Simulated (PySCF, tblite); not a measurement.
# C7H12OSi: geometry, infrared bands and NMR shifts

Wanted: the infrared bands and NMR shifts of C7H12OSi (`COC1=CC=CCC[SiH2]1`), by calculation.

Programs: tblite 0.8.0 and PySCF 2.14.0, with density-fitted response routines of our own. Each step states its level of theory. These are calculated values for one molecule in the gas phase, unless marked as measured. Atoms count from 0, in the outputs and in this text.

## (1) Starting geometry

21 atoms, charge 0, multiplicity 1; geometry from: force field or distance geometry start.

Bonds of the start (Å): C0–O1 1.43, O1–C2 1.38, C2–C3 1.36, C3–C4 1.45, C4–C5 1.35, C5–C6 1.50, C6–C7 1.53, C7–Si8 1.88, Si8–C2 1.90, C0–H9 1.08, C0–H10 1.10, C0–H11 1.09, C3–H12 1.08, C4–H13 1.09, C5–H14 1.10, C6–H15 1.09, C6–H16 1.09, C7–H17 1.11, C7–H18 1.10, Si8–H19 1.49, Si8–H20 1.48.

## (2) Relaxing the molecule with GFN2-xTB

The job: settings as JSON, then the geometry in Å.

```
{"job": {"kind": "relax", "xc": "GFN2-xTB", "basis": "xTB"}, "charge": 0, "multiplicity": 1}
C      3.272500    -0.479700    -0.425500
O      2.052600    -1.181100    -0.177600
C      0.930700    -0.474200     0.187800
C      0.867200     0.880900     0.315100
C     -0.260400     1.701800     0.712100
C     -1.522200     1.606800     0.244000
C     -2.012300     0.588400    -0.740500
C     -2.155400    -0.795100    -0.103200
Si    -0.559900    -1.616400     0.458000
H      4.027200    -1.208600    -0.692000
H      3.139000     0.210200    -1.268300
H      3.601300     0.048500     0.473000
H      1.763600     1.468100     0.193500
H     -0.015700     2.508200     1.395800
H     -2.258600     2.328100     0.613700
H     -2.995700     0.915400    -1.092700
H     -1.357600     0.558900    -1.614200
H     -2.637600    -1.470300    -0.838800
H     -2.846000    -0.742000     0.754500
H     -0.662200    -1.960400     1.905600
H     -0.379500    -2.870500    -0.300800
```

On the command line:

```
> OMP_NUM_THREADS=1 python probes_run.py task.json out
```

One launch serves the whole session: the jobs run in the order shown.

**Question.** This job is followed by: GFN2-xTB harmonic vibrations, gas phase; GIAO PBE0/pcSseg-1 NMR shielding, non-relativistic, gas phase. Predict these results of the whole session: strongest single infrared mode (GFN2-xTB); zero-point energy (GFN2-xTB); 13C shifts against TMS (PBE0/pcSseg-1); 1H shifts against TMS (PBE0/pcSseg-1, means over atoms taken as alike); 17O shifts against H2O (PBE0/pcSseg-1); 29Si shifts against TMS (PBE0/pcSseg-1).

As calculated:

| quantity | value |
| --- | --- |
| strongest single infrared mode (GFN2-xTB) | 2196 cm⁻¹, 334 km/mol |
| zero-point energy (GFN2-xTB) | 105.1 kcal/mol |
| 13C shifts against TMS (PBE0/pcSseg-1) | 174.2, 139.5, 132.9, 115.1, 55.8, 28.2, 21.6 ppm |
| 1H shifts against TMS (PBE0/pcSseg-1, means over atoms taken as alike) | 6.27, 6.15, 5.65, 4.35, 3.72, 2.32, 1.35 ppm |
| 17O shifts against H2O (PBE0/pcSseg-1) | 132.2 ppm |
| 29Si shifts against TMS (PBE0/pcSseg-1) | -44.9 ppm |

Relaxing lowered the energy by 0.143 eV in 50 steps; the close pair that moved most is C7–Si8, from 1.880 to 1.907 Å. All 57 modes are real, so the xTB geometry is a minimum. The strongest single mode, at 2196 cm⁻¹, moves mainly H19. GFN2-xTB is a fitted tight-binding method: band positions and strengths are rough. Its intensities can rank the bands wrongly. At PBE0/pcSseg-1: The widest tensor belongs to C5: span 226 ppm, with a paramagnetic part of -210 ppm.
